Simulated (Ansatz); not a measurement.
Runs of Ansatz 0.2.0 on Ta4NiO11. It takes space group Cmmm (No. 65, orthorhombic). The conventional cell has a = 3.910 Å, b = 29.659 Å, c = 3.886 Å, α = 90.00°, β = 90.00°, γ = 90.00°. Ta (site symmetry m2m) is surrounded by 5 O at 1.91 to 2.02 Å. Ta (site symmetry m2m) has 5 O at 1.91 to 1.99 Å as nearest neighbours. Around Ni (site symmetry mmm) lie 4 O at 1.88 to 1.95 Å. Around O (site symmetry m2m) lie 2 Ta at 1.91 Å. O (site symmetry m2m) has 3 Ta at 2.02 to 2.21 Å as nearest neighbours. Around O (site symmetry m2m) lie 1 Ni at 1.88 Å and 2 Ta at 1.99 Å. O (site symmetry mmm) is surrounded by 2 Ni at 1.95 Å and 2 Ta at 2.24 Å. Around O (site symmetry m2m) lie 2 Ta at 1.95 Å. The cell was built by a generator and needn't be a form met in nature.

```tsv
task	level	potentials or basis	cell	k mesh	cutoff (eV)	basis error allowed	mesh quality	gap on the mesh (eV)	pressure (GPa)	moment (μB)	largest force (eV/Å)
single point	PBE	all-electron LAPW, scalar-relativistic	as given	5 × 5 × 5	455	0.003 eV/atom	coarse	none	(c)	0.40	(b)
single point	PBE	all-electron LAPW, scalar-relativistic	as given	7 × 7 × 7	455	0.003 eV/atom	not flagged	none	0.2	0.85	0.06
band structure	revPBE	all-electron LAPW, scalar-relativistic	as given	5 × 5 × 5	455	0.003 eV/atom	coarse	-	2.5	0.40	(a)
band structure	RPBE	all-electron LAPW, scalar-relativistic	as given	5 × 5 × 5	455	0.003 eV/atom	coarse	-	3.4	0.40	0.06
relaxation of cell and atoms	PBE	all-electron PAW datasets made for the crystal	relaxed	4 × 4 × 4	-	-	coarse	none	0.0	0.50	-
```

Alike in all rows: spin collinear, ferromagnetic start; smearing fermi-dirac 0.05 eV.

Q: Estimate the missing entries.

A: (a) 0.05; (b) 0.11; (c) -0.1.

Caveats: some runs use coarse meshes; a cell with one magnetic atom can't hold antiferromagnetic order, which such compounds often take; semilocal functionals often make such compounds metallic where correlation or magnetic order opens a gap, which also shifts bond lengths; the k mesh is thin for a metal, which can move the energy by tens of meV per atom (some runs).

A k mesh can miss the band edges, and the runs leave out spin-orbit coupling on Ta.

A gap of «none» marks a metal or a gap under the smearing width.

Not every run made on this cell is shown here.
